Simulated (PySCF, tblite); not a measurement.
# C4H10ClFSi2: geometry, infrared bands and NMR shifts

What infrared bands and NMR shifts should C4H10ClFSi2 (`CC[C@@H]1[SiH2][Si@@H](Cl)[C@@H]1F`) show?

The runs use tblite 0.8.0 and PySCF 2.14.0, with density-fitted response routines of our own; the level of theory stands in each step. All values are computed, except where a source is named. Atoms count from 0, in the outputs and in this text.

### 1 The molecule as given

18 atoms, charge 0, multiplicity 1; geometry from: force field or distance geometry start.

Bonds of the start (Å): C0–C1 1.49, C1–C2 1.50, C2–Si3 1.87, Si3–Si4 2.23, Si4–Cl5 2.06, Si4–C6 1.87, C6–F7 1.38, C6–C2 1.50, C0–H8 1.11, C0–H9 1.14, C0–H10 1.10, C1–H11 1.12, C1–H12 1.12, C2–H13 1.11, Si3–H14 1.49, Si3–H15 1.43, Si4–H16 1.46, C6–H17 1.13.

### 2 Geometry optimisation with GFN2-xTB

The job: settings as JSON, then the geometry in Å.

```
{"job": {"kind": "relax", "xc": "GFN2-xTB", "basis": "xTB"}, "charge": 0, "multiplicity": 1}
C     -2.339400     0.546300    -0.511900
C     -1.343100    -0.492300    -0.128200
C     -0.133200     0.002600     0.616600
Si     0.934300     1.262600    -0.254000
Si     2.520900    -0.305000    -0.112200
Cl     4.014300     0.000700     1.272700
C      0.948900    -1.037200     0.584000
F      0.632400    -2.164000    -0.141000
H     -2.599000     0.480800    -1.587200
H     -3.321000     0.316700     0.025500
H     -2.048600     1.566700    -0.208100
H     -0.992500    -1.034800    -1.040000
H     -1.856000    -1.243900     0.521900
H     -0.363500     0.384900     1.637100
H      1.238300     2.407300     0.645300
H      0.580200     1.581300    -1.602500
H      2.968500    -0.884100    -1.371100
H      1.149700    -1.382200     1.641200
```

Started as:

```sh
$ OMP_NUM_THREADS=1 python probes_run.py task.json out
```

One launch serves the whole session: the jobs run in the order shown.

**Question.** This job is followed by: GFN2-xTB harmonic vibrations, gas phase; GIAO PBE0/pcSseg-1 NMR shielding, non-relativistic, gas phase. What will the session give for the following? strongest single infrared mode (GFN2-xTB); zero-point energy (GFN2-xTB); 13C shifts against TMS (PBE0/pcSseg-1); 1H shifts against TMS (PBE0/pcSseg-1, means over atoms taken as alike); 29Si shifts against TMS (PBE0/pcSseg-1); 35Cl shifts against HCl (PBE0/pcSseg-1); 19F shifts against CFCl3 (PBE0/pcSseg-1).

As calculated:

| quantity | value |
| --- | --- |
| strongest single infrared mode (GFN2-xTB) | 2231 cm⁻¹, 388 km/mol |
| zero-point energy (GFN2-xTB) | 80.3 kcal/mol |
| 13C shifts against TMS (PBE0/pcSseg-1) | 103.7, 37.4, 23.5, 15.8 ppm |
| 1H shifts against TMS (PBE0/pcSseg-1, means over atoms taken as alike) | 5.96, 5.68, 4.61, 4.49, 2.25, 1.99, 1.53, 1.00 ppm |
| 29Si shifts against TMS (PBE0/pcSseg-1) | 16.2, -44.3 ppm |
| 35Cl shifts against HCl (PBE0/pcSseg-1) | -32 ppm |
| 19F shifts against CFCl3 (PBE0/pcSseg-1) | -239.6 ppm |

What this shows: Relaxing lowered the energy by 1.044 eV in 117 steps; the close pair that moved most is Si3–Si4, from 2.235 to 2.330 Å. The lowest mode is imaginary (28i cm⁻¹), so the xTB geometry is not a minimum. The strongest single mode, at 2231 cm⁻¹, moves mainly H16. Unscaled tight-binding wavenumbers are off by several per cent, some by more. Its intensities can rank the bands wrongly. The most deshielded carbon is C6 (sp3 CH bonded to F and Si), at 103.7 ppm: pulled downfield by the heteroatom. At PBE0/pcSseg-1: Shielding is most anisotropic at Cl5 (span 179 ppm, paramagnetic term -166 ppm).
